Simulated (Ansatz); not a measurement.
# WAu (P1) in Ansatz: convergence with wavefunction cutoff

Aim: find how far wavefunction cutoff must go before the results for WAu settle, at PBE. This setting moves, with any that are tied to it; all else stays.

All numbers are computed with Ansatz 0.2.0; they aren't measurements. Logs are shortened: lines on timing, memory, paths and dates and some standing lists are left out, and cuts for length are marked.

### 1 The cell of the first run

The typed cell holds 2 atoms: a = 3.886 Å, b = 3.886 Å, c = 3.886 Å, α = 60.00°, β = 60.00°, γ = 60.00°.

The cell was built by a generator and needn't be a form met in nature.

The cell isn't the ideal one: atoms moved at random, drawn with an rms of 0.05 Å.

### 2 With wavefunction cutoff 200 eV

File input.yaml:

```yaml
crystal:
  lattice:
    - [0.0, 2.74797926, 2.74797926]
    - [2.74797926, 0.0, 2.74797926]
    - [2.74797926, 2.74797926, 0.0]
  atoms:
    - { symbol: W, position: [0.003874, -0.002977, -0.007091] }
    - { symbol: Au, position: [0.738363, 0.7513, 0.758064] }
hamiltonian:
  xc: pbe
  pseudopotentials: { kind: paw }
kpoints:
  mp_grid: { grid: [6, 6, 6] }
scf:
  occupations: { method: methfessel_paxton, width: 0.05 }
output:
  forces: true
  stress: true
  eigenvalues: true
basis:
  ecutwfc: "200 eV"
```

Potentials or basis: Ansatz PAW.

Command:

```bash
$ ansatz run input.yaml --threads 2 --pin off --max-ram 5632MiB --backend cpu --events-out ev --progress --plain --runs-dir out
```

The log of the run:

```text
Warning: basis.ecutwfc = 200 eV is below the records' recommended 420 eV, and the density's cutoff is lower with it unless basis.ecutrho_ratio is high enough to keep the records' density cutoff: compare with a run at a higher cutoff
Warning: RAYON_NUM_THREADS=2 ignored (pool sized by the plan → 2); use --threads N
Engine: ansatz 0.2.0, aarch64-unknown-linux-gnu
Pseudopotentials: kind: paw
Pseudopotential: W, paw, valence charge 14, recommended cutoff 420 eV (normal), W.paw.azcp
Pseudopotential: Au, paw, valence charge 19, recommended cutoff 420 eV (normal), Au.paw.azcp
Functional definition: PBE
  parameter kappa = 0.804
  parameter beta = 0.06672455060314922
  exchange = pbe_x(kappa = kappa, mu = beta*pi^2/3)
  correlation = pbe_c(beta = beta)
Crystal: 2 atoms, lattice volume = 41.502 Å³
Basis set: ecut = 200 eV, 283 PW (Γ), exchange–correlation on 36×36×36 points (8 copies of the dense FFT grid, shifted against one another)
Bands: 21, of which v1, the nominal top of the filled ones, is band 17 counted from 1 (16 counted from 0)
Symmetry: 1 space group operations
Space group: P1 (ITA 1), of the structure as read, at distance tolerance 3.5e-5 Å
k-points: 112 of 216 (time reversal used)
Non-local potential: W, projectors of the file, l = 0: 3, l = 1: 2, l = 2: 2, l = 3: 1
Non-local potential: Au, projectors of the file, l = 0: 3, l = 1: 2, l = 2: 2, l = 3: 1
PAW form: soft (Blöchl's): semilocal exchange-correlation on the pseudo side does not see the compensation charge
PAW one-centre angular grid: W, 590 points (default); XC on 64 Gauss nodes
PAW one-centre angular grid: Au, 590 points (default); XC on 64 Gauss nodes
Initial density: superposition of atomic densities (neutral atoms: chi_scale 0, normalization atom), corrected by the library's trained network
Initial wavefunctions: pseudopotential atomic-orbital guess
Functional: x = pbe(κ = 0.804, μ = 0.2195149727645171), c = pbe(β = 0.06672455060314922)
SCF iter   1: F=—  HF=-23517.442466 eV  |F-HF|=—  |Δ(HF+E_count)|=         —  Δρ=1.05e-1  dr2=2.72e0  ethr=1.77e-3  ⟨swp⟩=5.5  Hψ=9443  notcnv=0
preconditioner: auto → Kerker (q_TF=auto, 2.626 Å⁻¹)  [metal: Δε(μ)=0.017 eV  Ē_g=8.031 eV  σ=0.050 eV  W_gap=0.29  n_scr=14 (ndim 8)  ℏωp=23.8 eV  f_vac=0.001  D(μ)=1.70/eV (n_scr^D=14)]
SCF iter   2: F=—  HF=-23516.578699 eV  |F-HF|=—  |Δ(HF+E_count)|=   8.64e-1  S|Δr|=    0.00e0  Δρ=5.12e-2  dr2=5.66e-1  ethr=1.77e-3  ⟨swp⟩=2.0  Hψ=5557  notcnv=0  defer=42
SCF iter   3: F=—  HF=-23516.372015 eV  |F-HF|=—  |Δ(HF+E_count)|=   2.07e-1  S|Δr|=    0.00e0  Δρ=6.42e-3  dr2=6.95e-3  ethr=1.71e-3  ⟨swp⟩=2.0  Hψ=4620  notcnv=0  defer=42
SCF iter   4: F=—  HF=-23516.373623 eV  |F-HF|=—  |Δ(HF+E_count)|=   1.61e-3  S|Δr|=    0.00e0  Δρ=7.57e-4  dr2=2.04e-4  ethr=2.11e-5  ⟨swp⟩=2.0  Hψ=3360  notcnv=0  defer=42
SCF iter   5: F=—  HF=-23516.373632 eV  |F-HF|=—  |Δ(HF+E_count)|=   9.11e-6  S|Δr|=    0.00e0  Δρ=1.43e-4  dr2=8.41e-6  ethr=6.18e-7  ⟨swp⟩=2.0  Hψ=3207  notcnv=0  defer=42
SCF iter   6: F=—  HF=-23516.373907 eV  |F-HF|=—  |Δ(HF+E_count)|=   2.75e-4  S|Δr|=    0.00e0  Δρ=4.42e-5  dr2=1.01e-6  ethr=2.55e-8  ⟨swp⟩=2.0  Hψ=3272  notcnv=0  defer=42
SCF iter   7: F=-23516.373907 eV  HF=-23516.373907 eV  |F-HF|=2.00e-8  |Δ(HF+E_count)|=   1.20e-7  S|Δr|=    0.00e0  Δρ=1.16e-5  dr2=6.06e-8  ethr=3.03e-10  ⟨swp⟩=4.9  Hψ=9353  notcnv=0
SCF 1 converged in 7 iterations: F = -23516.373907 eV  dr2 = 6.06e-8
SCF converged after 7 iterations
Stability not checked: this state was not tested for a lower state beside it, because cold or Methfessel-Paxton smearing, or corrected tetrahedra, fill the levels in a way that the test cannot read (fill_not_monotonic; see scf.lower_state_search)
Free energy (F): -23516.373907 eV
Harris-Foulkes:  -23516.373907 eV  (|F-HF|=2.00e-8)
Internal energy: -23516.373612 eV  (E = F + TS)
E sigma→0 (E₀):  -23516.373834 eV
Entropy (-TS):   -0.000295 eV (-0.148 meV/atom)
Fermi energy:    16.641370 eV
Step filling:    the computed levels leave a gap of 0.0132 eV = 0.3 smearing widths at the electron count; against every level under it full and every level over it empty, smearing changes F+E_penalty+E_count by +0.108 meV and its σ→0 estimate by +0.182 meV
--- Per-component energies (eV) ---
  E_band       = -509.096876
  E_kinetic    = 1084.438202
  E_local      = -3327.674385  (includes V_loc(G=0)·N_el)
  E_nonlocal   = 39.865513
  E_hartree    = 1343.168780
  E_xc         = -501.397905
  E_vxc        = -523.242745  (∫ρ·V_xc dr)
  E_paw        = -18251.124233  (= ΣΔE_a)
  E_vpaw       = -468.816945  (= ΣTr[D̂ρ^β])
  E_aug_tail   = -0.002146  (compensation charges beyond the density's cutoff)
  E_ewald      = -3903.647438
  E_smearing   = -0.000295  (= −TS)
  E_closure    = 0.000000  (closes the sum)
  Σ components = -23516.373907   (vs F -23516.373907, Δ=0.00e0)
--- Forces (eV/Å), atoms counted from 1 ---
  atom   1  W      1.42623710    -0.16343785    -0.83086704
  atom   2  Au    -1.42627045     0.16345319     0.83090937
  max |Σ_I F_I| component: 4.23e-5 eV/Å
--- Stress (GPa, compression-positive) ---
       30.836039      -4.522515      -0.690740
       -4.522515      31.220571       7.831155
       -0.690739       7.831155      31.099861
  P = ⅓ Tr σ = 31.0522 GPa (310.522 kbar)
--- Band table (eV; the first three rows and the last of 112) ---
  k-point 0: bands = ["-94.1062", "-58.5818", "-44.6039", "-44.5355", "-44.4809", "-22.3485", "-22.3014", "-22.2773", "8.0231", "9.4135", "9.4152", "9.6513", "9.6707", "9.6799", "15.5631", "15.5955", "15.6492", "18.2233", "18.2382", "25.6372", "28.1021"]
  k-point 1: bands = ["-94.0755", "-58.5790", "-44.5303", "-44.4664", "-44.4416", "-22.2694", "-22.2499", "-22.2157", "8.4917", "9.4330", "9.4528", "9.7073", "9.8661", "9.8908", "15.1274", "15.7112", "15.7264", "18.3861", "18.4075", "25.3334", "26.1502"]
  k-point 2: bands = ["-94.0534", "-58.5775", "-44.5322", "-44.4641", "-44.3207", "-22.2679", "-22.2243", "-22.1325", "9.1601", "9.4924", "9.5142", "10.0086", "10.0652", "10.3905", "14.5179", "16.0543", "16.1211", "18.1937", "18.2077", "21.1757", "25.5363"]
  k-point 111: bands = ["-94.0598", "-58.5792", "-44.5490", "-44.4499", "-44.3450", "-22.2852", "-22.2366", "-22.1392", "9.1386", "9.5654", "9.6060", "9.8435", "9.9821", "10.9916", "14.5096", "16.1354", "16.3498", "18.3817", "18.4428", "19.2652", "25.2532"]
```

Run time: 1.5 s. Hardware: 2 threads of Arm Neoverse V2, shared host; peak memory 0.3 GiB.

Results:

```
Free energy            : -23516.3739 eV
Pressure               : 31.1 GPa
Largest force          : 1.659 eV/Å
Band gap on the k mesh : none (metal or under the smearing width)
```

### 3 With wavefunction cutoff 250 eV

input.yaml: that of step 2 with these lines changed.

```diff
@@ -20,2 +20,2 @@
 basis:
-  ecutwfc: "200 eV"
+  ecutwfc: "250 eV"
```

Potentials or basis: Ansatz PAW.

Command:

```bash
$ ansatz run input.yaml --threads 2 --pin off --max-ram 5632MiB --backend cpu --events-out ev --progress --plain --runs-dir out
```

Wall time 2.1 s (2 threads of Arm Neoverse V2, shared host); peak memory 0.33 GiB.

What came out:

```yaml
Free_energy: -23527.6381 eV
Pressure: 32.0 GPa
Largest_force: 1.292 eV/Å
Band_gap_on_the_k_mesh: none (metal or under the smearing width)
```

### 4 With wavefunction cutoff 300 eV

input.yaml: that of step 3 with these lines changed.

```diff
@@ -20,2 +20,2 @@
 basis:
-  ecutwfc: "250 eV"
+  ecutwfc: "300 eV"
```

Command:

```bash
$ ansatz run input.yaml --threads 2 --pin off --max-ram 5632MiB --backend cpu --events-out ev --progress --plain --runs-dir out
```

Wall time 2.2 s (2 threads of Arm Neoverse V2, shared host); peak memory 0.35 GiB.

What came out:

```yaml
Free_energy: -23529.4059 eV
Pressure: 33.4 GPa
Largest_force: 1.326 eV/Å
Band_gap_on_the_k_mesh: none (metal or under the smearing width)
```

### 5 With wavefunction cutoff 350 eV

input.yaml: that of step 4 with these lines changed.

```diff
@@ -20,2 +20,2 @@
 basis:
-  ecutwfc: "300 eV"
+  ecutwfc: "350 eV"
```

Command:

```bash
$ ansatz run input.yaml --threads 2 --pin off --max-ram 5632MiB --backend cpu --events-out ev --progress --plain --runs-dir out
```

Wall time 2.8 s (2 threads of Arm Neoverse V2, shared host); peak memory 0.35 GiB.

Results:

| Quantity | Value |
| --- | --- |
| Free energy | -23529.5831 eV |
| Pressure | 33.2 GPa |
| Largest force | 1.337 eV/Å |
| Band gap on the k mesh | none (metal or under the smearing width) |

### 6 With wavefunction cutoff 400 eV

input.yaml: that of step 5 with these lines changed.

```diff
@@ -20,2 +20,2 @@
 basis:
-  ecutwfc: "350 eV"
+  ecutwfc: "400 eV"
```

Potentials or basis: Ansatz PAW.

Command:

```bash
$ ansatz run input.yaml --threads 2 --pin off --max-ram 5632MiB --backend cpu --events-out ev --progress --plain --runs-dir out
```

Run time: 3.5 s. Hardware: 2 threads of Arm Neoverse V2, shared host; peak memory 0.38 GiB.

It converged, with:

- Free energy: -23529.5937 eV
- Pressure: 33.2 GPa
- Largest force: 1.338 eV/Å
- Band gap on the k mesh: none (metal or under the smearing width)

### 7 With wavefunction cutoff 450 eV

input.yaml: that of step 6 with these lines changed.

```diff
@@ -20,2 +20,2 @@
 basis:
-  ecutwfc: "400 eV"
+  ecutwfc: "450 eV"
```

Command:

```bash
$ ansatz run input.yaml --threads 2 --pin off --max-ram 5632MiB --backend cpu --events-out ev --progress --plain --runs-dir out
```

It took 3.8 s on 2 threads of Arm Neoverse V2, shared host; peak memory 0.39 GiB.

It converged, with:

```
Free energy            : -23529.5966 eV
Pressure               : 33.2 GPa
Largest force          : 1.338 eV/Å
Band gap on the k mesh : none (metal or under the smearing width)
```

### 8 With wavefunction cutoff 500 eV

input.yaml: that of step 7 with these lines changed.

```diff
@@ -20,2 +20,2 @@
 basis:
-  ecutwfc: "450 eV"
+  ecutwfc: "500 eV"
```

Command:

```bash
$ ansatz run input.yaml --threads 2 --pin off --max-ram 5632MiB --backend cpu --events-out ev --progress --plain --runs-dir out
```

Wall time 4.1 s (2 threads of Arm Neoverse V2, shared host); peak memory 0.41 GiB.

It converged, with:

```yaml
Free_energy: -23529.5981 eV
Pressure: 33.2 GPa
Largest_force: 1.338 eV/Å
Band_gap_on_the_k_mesh: none (metal or under the smearing width)
```

### 9 With wavefunction cutoff 600 eV

input.yaml: that of step 8 with these lines changed.

```diff
@@ -20,2 +20,2 @@
 basis:
-  ecutwfc: "500 eV"
+  ecutwfc: "600 eV"
```

Potentials or basis: Ansatz PAW.

Command:

```bash
$ ansatz run input.yaml --threads 2 --pin off --max-ram 5632MiB --backend cpu --events-out ev --progress --plain --runs-dir out
```

Wall time 6.2 s (2 threads of Arm Neoverse V2, shared host); peak memory 0.45 GiB.

Results (log left out):

```yaml
Free_energy: -23529.5988 eV
Pressure: 33.2 GPa
Largest_force: 1.338 eV/Å
Band_gap_on_the_k_mesh: none (metal or under the smearing width)
```

### 10 With wavefunction cutoff 800 eV

input.yaml: that of step 9 with these lines changed.

```diff
@@ -20,2 +20,2 @@
 basis:
-  ecutwfc: "600 eV"
+  ecutwfc: "800 eV"
```

Command:

```bash
$ ansatz run input.yaml --threads 2 --pin off --max-ram 5632MiB --backend cpu --events-out ev --progress --plain --runs-dir out
```

Wall time 8.3 s (2 threads of Arm Neoverse V2, shared host); peak memory 0.53 GiB.

Results (log left out):

```
Free energy            : -23529.5991 eV
Pressure               : 33.2 GPa
Largest force          : 1.338 eV/Å
Band gap on the k mesh : none (metal or under the smearing width)
```

### 11 The series at a glance

| wavefunction cutoff | energy less the tightest run, at zero smearing (meV/atom) | pressure (GPa) | largest force (eV/Å) | SCF cycles | CPU time (s) | peak memory (GiB) |
| --- | --- | --- | --- | --- | --- | --- |
| 200 eV | 6612.46 | 31.05 | 1.659 | 7 | 2.9 | 0.3 |
| 250 eV | 980.53 | 32.04 | 1.292 | 7 | 4.1 | 0.33 |
| 300 eV | 96.60 | 33.41 | 1.326 | 7 | 4.3 | 0.35 |
| 350 eV | 8.03 | 33.25 | 1.337 | 7 | 5.4 | 0.35 |
| 400 eV | 2.71 | 33.19 | 1.338 | 7 | 6.7 | 0.38 |
| 450 eV | 1.27 | 33.18 | 1.338 | 7 | 7.3 | 0.39 |
| 500 eV | 0.52 | 33.18 | 1.338 | 7 | 8 | 0.41 |
| 600 eV | 0.17 | 33.18 | 1.338 | 7 | 12 | 0.45 |
| 800 eV | 0.00 | 33.17 | 1.338 | 7 | 16 | 0.53 |

Against the tightest run, the energy stays within 1 meV/atom from 500 eV on; the pressure stays within 0.1 GPa from 350 eV on; the largest force stays within 0.005 eV/Å from 350 eV on. The tightest run that finished is the yardstick and may itself not be fully converged.
